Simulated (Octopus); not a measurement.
# MgSi: equation of state with PBE

The system is MgSi.

```
Si Mg
1.0
     2.90839    0.00000    0.00000
     0.00000    2.90839    0.00000
     0.00000    0.00000    4.10343
Si Mg
1 1
Cartesian
  1.4542 1.4542 2.0517
  0.0000 0.0000 0.0000
```

The cell comes from a database or a generator and needn't be the stable form of this composition.

```yaml
Program: Octopus 16.4
Task: equation of state
Functional: PBE
Potentials_or_basis: pseudodojo_pbe (PseudoDojo 0.5, PBE)
k_mesh: 9 × 9 × 7
Occupations: fermi-dirac, width 0.05 eV
Spin: no spin polarisation
```

```json
{"Equilibrium volume": "17.39 Å³/atom", "Bulk modulus at fixed shape and positions": "65 GPa", "Pressure derivative of the bulk modulus": "3.7 (rough: it moves with the points fitted)"}
```

Energy against volume, from the lowest point:
```csv
volume (Å³/atom),energy (meV/atom)
16.314,14.86
16.661,6.43
17.008,1.52
17.355,0.00
17.702,0.94
18.049,4.42
18.396,10.70
```

All runs of the series together: 30 min on 1 thread of Arm Neoverse V2, on a shared host.

Caveat: the number of grid points is fixed, so the spacing changes with the cell, which shifts volumes and moduli; the cell was scaled at fixed shape and fractional positions, which overstates the stiffness of a crystal with free parameters, most of all of layers and chains.
